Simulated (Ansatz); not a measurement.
# HfS (singlet): wave-function methods side by side, def2-TZVPP

The task here is to estimate one member of a computed series from the others.

Method: def2-TZVPP, core rule «outside noble gas», up to 9 orbitals frozen; program: Ansatz 0.2.0, Gaussian basis.

To be run: UHF; CCSD(T) on RHF; CCSD(T) on UHF; CCSDT(Q) on RHF; CCSDT(Q) on UHF.

10 further runs of the same task are left out: 6 for a known fault of the program, 4 set aside as unsound or not needed.

**What is computed**

The geometry is a PBE0/def2-TZVP stationary point (not a proven minimum). No spin-orbit coupling is included. Elements past krypton take def2 core potentials.

2 atoms, charge 0, spin multiplicity 1.

Atoms are counted from 1 here; the program's logs count them from 0.

Bond lengths: Hf1–S2 2.164 Å.

The first run:

The input, in.yaml:

```yaml
crystal:
  periodic: [false, false, false]
  atoms:
    - {symbol: Hf, position_ang: [0.000000, 0.000000, 0.000000]}
    - {symbol: S, position_ang: [0.000000, 0.000000, 2.163711]}
basis:
  gaussian: {orbitals: def2-TZVPP}
magnetization: {spin_polarized: true, initial_magnetization: 0}
hamiltonian: {xc: hf}
output: {orbitals: {seedname: orbitals}}
```

The run is started by

```
$ ansatz run in.yaml --threads 1 --pin off --events-out ev --progress --plain --max-ram 2560MiB --backend cpu
```

Steps of the session up to this table: UHF; CCSD(T) on RHF; CCSD(T) on UHF; CCSDT(Q) on RHF; CCSDT(Q) on UHF.

One table of the session follows, with a row left open; its other results are not shown here.

```
   method  from RCCSDT(Q) (kJ/mol)
      RHF                        ?
      UHF                   +783.4
     RMP2                    +95.7
     UMP2                   +112.5
    RCCSD                    +62.3
    UCCSD                    +66.1
 RCCSD(T)                     +5.4
 UCCSD(T)                     +9.2
   RCCSDT                     +4.7
   UCCSDT                     +7.8
RCCSDT(Q)                        0
UCCSDT(Q)                     +2.6
```

**Question.** Estimate the row for RHF.

**Answer.** from RCCSDT(Q) (kJ/mol): +790.7. In the column «from RCCSDT(Q) (kJ/mol)» it is the highest.

With the free atoms at the same levels and basis (separate runs), the atomisation energy is 5.861 eV at RCCSDT(Q), 5.866 eV at RCCSD(T), 5.827 eV at UCCSD(T), 3.394 eV at RHF.

To keep in mind: Warnings: restricted reference is unstable; spin contamination; large T1 diagnostic. Restricted and unrestricted rows rest on different reference determinants; where their highest levels disagree by more than a few hundredths of an eV, they describe different states and don't form one ladder.
